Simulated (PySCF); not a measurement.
# HfN₂: structure of the triplet

Aim: relax HfN₂ as a triplet from a PBE0 minimum start, check by its vibrations whether the end is a minimum, and collect its spectrum and constants.

Computed with PySCF 2.14.0. Level: PBE0, basis Hf def2-TZVP with ECP60, N def2-TZVP, scalar-relativistic core potentials, no spin–orbit coupling, density fitting.

## (1) The system as given

3 atoms, charge 0, spin multiplicity 3.

Bond lengths: Hf1–N2 2.013 Å, N2–N3 1.138 Å. Angles: Hf1–N2–N3 180.0°.

Z-matrix (Å, degrees; charge 0 multiplicity 3):
```
Hf
N  1 2.0131
N  2 1.1382 1 180.00
```

## (2) Finding the electronic state

One driver script runs all steps and calls PySCF; scf.py shows how it sets up the SCF of each step. The optimiser is the driver's own. After this first run the driver tries any further starts and a stability analysis.

Input file scf.py:

```python
from pyscf import gto, scf, dft
mol = gto.M(atom='''
Hf     0.347760     0.000000     0.000000
N     -1.665380    -0.000000     0.000000
N     -2.803550    -0.000000     0.000000''',
    basis={'Hf': 'def2-TZVP', 'N': 'def2-TZVP'},
    ecp={'Hf': 'def2-TZVP'},
    charge=0, spin=2)
mf = dft.UKS(mol, xc='PBE0')
mf.grids.atom_grid = (50, 194)
aux = {'Hf': 'def2-universal-JKFIT', 'N': 'def2-universal-JKFIT'}
mf = mf.density_fit(auxbasis=aux)
mf.conv_tol = 1e-08
mf.diis_space = 10
mf.max_cycle = 60
mf.init_guess = 'minao'
mf.verbose = 4
mf.kernel()
```

The run is started by

```console
$ OMP_NUM_THREADS=4 python axn.py task.json out
```

The runs that follow: Relaxation: PBE0 minimum start, triplet; Hessian and properties.

**Question.** What will these runs give? Wanted: minimum; geometry; wavenumbers; dipole moment; highest occupied, lowest empty level; polar-tensor charge of Hf1; zero-point energy; atomisation energy; ⟨S²⟩.

**Answer**, as computed:

| quantity | value |
| --- | --- |
| minimum | triplet, C∞v |
| geometry | Hf–N 2.013 Å, N–N 1.138 Å; Hf–N–N 180.0° |
| wavenumbers (cm⁻¹) | 310 (π), 385 (σ+), 1875 (σ+) |
| dipole moment | 2.50 D |
| highest occupied, lowest empty level (either spin) | -5.22, -2.23 eV |
| polar-tensor charge of Hf1 | -0.13 e |
| zero-point energy | 17.2 kJ/mol |
| entropy at 298.15 K | 272.1 J/(mol K) |
| atomisation energy (no zero-point energy) | 1024 kJ/mol |
| ⟨S²⟩ | 2.027 |

In words: The PBE0 minimum start keeps its C∞v symmetry and ends in a minimum. In the infrared the band at 1875 cm⁻¹ (σ+) leads. Most of the spin sits on Hf1 (Mulliken spin 1.36, against 2 for the whole molecule). Only this shape and spin were tried, so other structures or states may lie lower. Open d and f shells are described by one determinant, and the ground state may have another occupation or spin. With an element this heavy the missing spin–orbit coupling can shift these numbers.
